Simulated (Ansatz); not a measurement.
**CO with H₂: structure and interaction energy**

Aim: relax the pair, then compute its interaction energy with counterpoise at many levels, up to CCSD(T).

The runs use Ansatz 0.2.0, Gaussian basis; PBE0-D4 structure, single points in def2-TZVPPD.

Levels: PBE-D4, revPBE-D4, BLYP-D4, r2SCAN-D4, B97M-V, PBE0-D4, B3LYP-D4, HSE06-D4, wB97X-V, wB97M-V, B2PLYP, Hartree-Fock, MP2, CCSD, CCSD(T). The reference is CCSD(T) extrapolated to the basis limit.

Cores are frozen in the correlated methods. B3LYP uses VWN-RPA correlation. B2PLYP carries no dispersion term here.

176 further runs of the same task are left out: 176 set aside as unsound or not needed.

## 1. Where the work starts

The pair, from a GFN2-xTB docking trial: 4 atoms, charge 0, spin multiplicity 1.

Atoms are counted from 1 here; the program's logs count them from 0.

Bond lengths: C1–O2 1.131 Å, H3–H4 0.799 Å.

Geometry (Å):

```
C    -0.23350    0.42920   -0.99800
O     0.42840   -0.22530   -1.64080
H    -0.02520   -0.24420    1.68560
H    -0.16970    0.04040    0.95320
```

Atoms 1 to 2 are fragment A (CO), the rest fragment B (H₂).

## 2. A first relaxation in a small basis

pre/in.yaml

```yaml
crystal:
  periodic: [false, false, false]
  atoms:
    - {symbol: C, position_ang: [-0.233500, 0.429200, -0.998000]}
    - {symbol: O, position_ang: [0.428400, -0.225300, -1.640800]}
    - {symbol: H, position_ang: [-0.025200, -0.244200, 1.685600]}
    - {symbol: H, position_ang: [-0.169700, 0.040400, 0.953200]}
basis:
  gaussian: {orbitals: def2-SVP}
hamiltonian: {xc: pbe, dispersion: d4}
relax: {f_tol: 0.03, max_steps: 250}
```

Run with:

```bash
$ ansatz run in.yaml --threads 2 --pin off --events-out ev --progress --plain --max-ram 5222MiB
```

The runs that follow: Relaxation at PBE0-D4; PBE-D4/def2-TZVPPD; r2SCAN-D4/def2-TZVPPD; PBE0-D4/def2-TZVPPD; B3LYP-D4/def2-TZVPPD; wB97X-V/def2-TZVPPD; wB97M-V/def2-TZVPPD; B2PLYP/def2-TZVPPD; BLYP-D4/def2-TZVPPD; revPBE-D4/def2-TZVPPD; B97M-V/def2-TZVPPD; HSE06-D4/def2-TZVPPD; CCSD(T)/def2-TZVPPD; Vibrations of the pair.

**Question.** What will these runs give? Wanted: interaction energy, CCSD(T)/CBS; of it Hartree-Fock; D4 term of PBE0-D4; shortest contact; lowest wavenumber.

The runs gave:

| quantity | value |
| --- | --- |
| interaction energy, CCSD(T)/CBS | -10.3 meV |
| of it Hartree-Fock (basis limit) | +4.2 meV |
| D4 term of PBE0-D4 | -4.7 meV |
| shortest contact | C1–H4 3.12 Å |
| lowest wavenumber | 17 cm⁻¹ |

**Reading.** The pair is bound by 10.3 meV at fixed fragment shapes. Hartree-Fock doesn't bind it at this geometry, so correlation, mostly dispersion, holds it together. The functionals run from wB97X-V, off by -0.3 meV, to r2SCAN-D4, off by +12.3 meV, against CCSD(T)/CBS. Mean unsigned error by rung: GGA 5.8, meta-GGA 6.8, hybrid 4.0, screened hybrid 3.9, range-separated hybrid 1.3, double hybrid 7.2 meV. PBE-D4 gives an interaction energy 6.4 meV too low, an error of 62 % of the reference. CCSD(T) moves by -1.3 meV from triple zeta to the limit; gaps between functionals far smaller than that don't rank them. A lower arrangement may exist.
